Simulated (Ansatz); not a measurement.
**Be (Beryllium): from the listed structure to its properties**

An exercise on one series of results from a longer session: the logs are not shown, and one member is left open.

Method: DFT PBE, scalar-relativistic, plane waves, PAW, in Ansatz 0.2.0.

### The starting structure

The structure is hexagonal, space group P6_3/mmc (No. 194). The conventional cell has a = 2.285 Å, b = 2.285 Å, c = 3.584 Å, α = 90.00°, β = 90.00°, γ = 120.00°. Be (site symmetry -6m2) is surrounded by 12 Be at 2.23 to 2.29 Å.

Structure file:

```
Be
1.0
     2.28530    0.00000    0.00000
    -1.14265    1.97913    0.00000
     0.00000    0.00000    3.58420
Be
2
Cartesian
  0.0000 1.3194 0.8961
  1.1427 0.6597 2.6882
```

Source of the structure: the Crystallography Open Database.

The first run:

(A quick probe on a coarse mesh, which set the mesh and smearing, is not shown.)

The input, input.yaml:

```yaml
crystal:
  lattice:
    - [2.2853, 0.0, 0.0]
    - [-1.14265, 1.9791278553, 0.0]
    - [0.0, 0.0, 3.5842]
  atoms:
    - { symbol: Be, position: [0.3333333333, 0.6666666667, 0.25] }
    - { symbol: Be, position: [0.6666666667, 0.3333333333, 0.75] }
basis:
  ecutwfc: 420
kpoints:
  mp_grid: { grid: [21, 21, 12] }
hamiltonian:
  xc: pbe
scf:
  occupations: { method: gaussian, width: 0.1 }
output:
  forces: true
  stress: true
  eigenvalues: true
  write_density: true
  write_potential: true
  elf: true
  volumetric_format: npy
relax:
  adjacent_minimum: "off"
  f_tol: 0.005
  max_steps: 80
  cell: { stress_tol: 0.05 }
```

Command:

```sh
> ansatz run input.yaml --threads 1 --pin off --max-ram 2560MiB --backend cpu --events-out ev --progress --plain --runs-dir out
```

Steps of the session up to this table: Full relaxation; The cell under PBEsol; Relaxing with PBE+D3(BJ); The cell under LDA; The cell under r2SCAN.

One table of the session follows, with a row left open; its other results are not shown here.

It belongs to the step «Relaxed cells side by side». 

```
functional  a (Å)  b (Å)  c (Å)  volume (Å³/atom)
       PBE  2.263  2.263  3.567              7.91
    PBEsol  2.255  2.255  3.558              7.84
PBE+D3(BJ)      ?      ?      ?                 ?
       LDA  2.226  2.226  3.516              7.55
    r2SCAN  2.262  2.262  3.569              7.91
```

**Question.** Estimate the row for PBE+D3(BJ).

The run gave: a (Å): 2.214; b (Å): 2.214; c (Å): 3.500; volume (Å³/atom): 7.43. In the column «a (Å)» it is the lowest.

Caveats from the session: The start is a reported cell, which holds thermal expansion that this zero-temperature run lacks.
